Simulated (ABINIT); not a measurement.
PtSe: equation of state with PBE

The system is PtSe.

```xyz
2
Lattice="0.0000 2.7984 2.7984 2.7984 0.0000 2.7984 2.7984 2.7984 0.0000" Properties=species:S:1:pos:R:3 pbc="T T T"
Pt    2.7984    2.7984    2.7984
Se    0.0000    0.0000    0.0000
```

The cell comes from a database or a generator and needn't be the stable form of this composition.

```
Program             : ABINIT 10.8.3 (patched build)
Task                : equation of state
Functional          : PBE
Potentials or basis : JTH PAW PBE v2.0
Cutoff              : 435 eV
k mesh              : 8 × 8 × 8
Occupations         : fermi-dirac, width 0.05 eV
Spin                : no spin polarisation
Fine-grid cutoff    : 870.764 eV
```

* Equilibrium volume: outside the volumes run

Energy against volume, from the lowest point:
| volume (Å³/atom) | energy (meV/atom) |
| --- | --- |
| 20.600 | 0.00 |
| 21.038 | 31.27 |
| 21.476 | 66.14 |
| 21.915 | 104.09 |
| 22.353 | 144.67 |
| 22.791 | 187.46 |
| 23.230 | 232.15 |

It took 2.9 min on 1 thread of Arm Neoverse V1, with other jobs on the host, peak memory 0.13 GiB.

Spin-orbit coupling is left out, which matters for the levels of Pt.
